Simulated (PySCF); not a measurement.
**[GdCl4]−: other functionals and bases at one geometry**

How far do other levels of theory move the description of [GdCl4]−, and what does each cost? The structure is generated, not taken from experiment.

The runs use PySCF 2.14.0; several levels, as the steps say, no spin–orbit coupling.

4 further runs of the same task are left out: 2 for a known fault of the program, 2 that didn't finish.

## 1. Starting geometry

5 atoms, charge -1, spin multiplicity 1.

Bond lengths: Gd1–Cl2 2.566 Å, Gd1–Cl3 2.566 Å, Gd1–Cl4 2.566 Å, Gd1–Cl5 2.566 Å. Angles: Cl2–Gd1–Cl3 109.5°, Cl2–Gd1–Cl4 109.5°, Cl2–Gd1–Cl5 109.5°, Cl3–Gd1–Cl4 109.5°, Cl3–Gd1–Cl5 109.5°, Cl4–Gd1–Cl5 109.5°.

Geometry (Å):

```xyz
5

Gd    0.0000    0.0000    0.0000
Cl    1.4817    1.4817    1.4817
Cl   -1.4817   -1.4817    1.4817
Cl    1.4817   -1.4817   -1.4817
Cl   -1.4817    1.4817   -1.4817
```

Formal oxidation states: Gd +3. Each metal's 7 4f electrons lie in its core potential, so multiplicities, spins and levels count the valence alone. An earlier session relaxed this geometry at BP86, Gd lcecp-1-SVP with ECP53, Cl def2-SVP (singlet, point group Td).

At BP86 on the finer grid: E = -1876.822168 Eh, HOMO -3.17 eV, LUMO 2.81 eV, Mulliken charge on Gd1 +0.55 e, largest force component 0.004 eV/Å. 

Levels to run: BLYP; CAM-B3LYP; wB97X; HF; BP86, TZVP. Hardware: 2 threads of Arm Neoverse V1, shared host.

## 2. BLYP

The input, run.py (the lines that set the calculation):

```python
mol = gto.M(atom='''
Gd     0.00000     0.00000     0.00000
Cl     1.48170     1.48170     1.48170
Cl    -1.48170    -1.48170     1.48170
Cl     1.48170    -1.48170    -1.48170
Cl    -1.48170     1.48170    -1.48170''',
    basis={'Gd': 'lcecp-1-SVP', 'Cl': 'def2-SVP'},
    ecp={'Gd': 'lcecp-1-SVP'},
    charge=-1, spin=0)
mf = dft.RKS(mol, xc='BLYP')
mf.grids.atom_grid = (75, 302)  # f atoms: unpruned, at least (60, 302)
mf = mf.density_fit()  # fitting sets: Gd AutoAux, Cl def2-universal-JKFIT
mf.conv_tol = 1e-08; mf.max_cycle = 55
mf.kernel(dm0)  # dm0: the density of the relaxed state
```

Run with:

```bash
$ OMP_NUM_THREADS=2 python run.py
```

## 3. CAM-B3LYP

Edit run.py (the lines that set the calculation) of step 2 so:

```diff
@@ -9,3 +9,3 @@
     charge=-1, spin=0)
-mf = dft.RKS(mol, xc='BLYP')
+mf = dft.RKS(mol, xc='CAMB3LYP')
 mf.grids.atom_grid = (75, 302)  # f atoms: unpruned, at least (60, 302)
```

## 4. wB97X

Edit run.py (the lines that set the calculation) of step 3 so:

```diff
@@ -9,3 +9,3 @@
     charge=-1, spin=0)
-mf = dft.RKS(mol, xc='CAMB3LYP')
+mf = dft.RKS(mol, xc='WB97X')
 mf.grids.atom_grid = (75, 302)  # f atoms: unpruned, at least (60, 302)
```

## 5. HF

Edit run.py (the lines that set the calculation) of step 4 so:

```diff
@@ -9,4 +9,3 @@
     charge=-1, spin=0)
-mf = dft.RKS(mol, xc='WB97X')
-mf.grids.atom_grid = (75, 302)  # f atoms: unpruned, at least (60, 302)
+mf = scf.RHF(mol)
 mf = mf.density_fit()  # fitting sets: Gd AutoAux, Cl def2-universal-JKFIT
```

## 6. BP86, TZVP

Basis: Gd lcecp-1-TZVP with ECP53, Cl def2-TZVP. 

The input, run.py (the lines that set the calculation):

```python
mol = gto.M(atom='''
Gd     0.00000     0.00000     0.00000
Cl     1.48170     1.48170     1.48170
Cl    -1.48170    -1.48170     1.48170
Cl     1.48170    -1.48170    -1.48170
Cl    -1.48170     1.48170    -1.48170''',
    basis={'Gd': 'lcecp-1-TZVP', 'Cl': 'def2-TZVP'},
    ecp={'Gd': 'lcecp-1-TZVP'},
    charge=-1, spin=0)
mf = dft.RKS(mol, xc='B88,P86')
mf.grids.atom_grid = (75, 302)  # f atoms: unpruned, at least (60, 302)
mf = mf.density_fit()  # fitting sets: Gd AutoAux, Cl def2-universal-JKFIT
mf.conv_tol = 1e-08; mf.max_cycle = 55
mf.kernel(dm0)  # dm0: free metal ions and neutral atoms
```

Before running it: what results should come out? Wanted: for each run, HOMO; gap; charge on Gd1; dipole; largest force.

**Answer**, as computed:

| level | state | HOMO (eV) | gap (eV) | charge on Gd1 (e) | dipole (D) | largest force (eV/Å) | basis functions | time |
| --- | --- | --- | --- | --- | --- | --- | --- | --- |
| BP86 (relaxed here) | singlet | -3.17 | 5.98 | 0.55 | 0.00 | 0.00 | 105 | 11 s |
| BLYP | singlet | -2.81 | 5.67 | 0.49 | 0.00 | 0.11 | 105 | 5.4 s |
| CAM-B3LYP | singlet | -5.78 | 9.72 | 0.69 | 0.00 | 0.03 | 105 | 8.5 s |
| wB97X | singlet | -6.92 | 11.76 | 0.77 | 0.00 | 0.02 | 105 | 8.7 s |
| HF | singlet | -7.82 | 12.98 | 1.17 | 0.00 | 0.25 | 105 | 3.8 s |
| BP86, TZVP | singlet | -3.51 | 5.97 | 1.18 | 0.00 | 0.04 | 195 | 17 s |

Times are on 2 threads of Arm Neoverse V1, shared host; the first row also made further properties. The dipole of a charged species depends on the origin, so these sizes hold for this origin alone.

In one basis the HOMO–LUMO gap runs from 5.67 eV (BLYP) to 12.98 eV (HF). The largest leftover force, 0.25 eV/Å with HF, stands at a geometry relaxed at another level. The Mulliken charge on Gd spans +0.49 to +1.18 e over the levels. With 4f in the core, its levels are missing from HOMO and gap. Total energies of different levels can't be compared. Spin–orbit coupling is left out throughout.
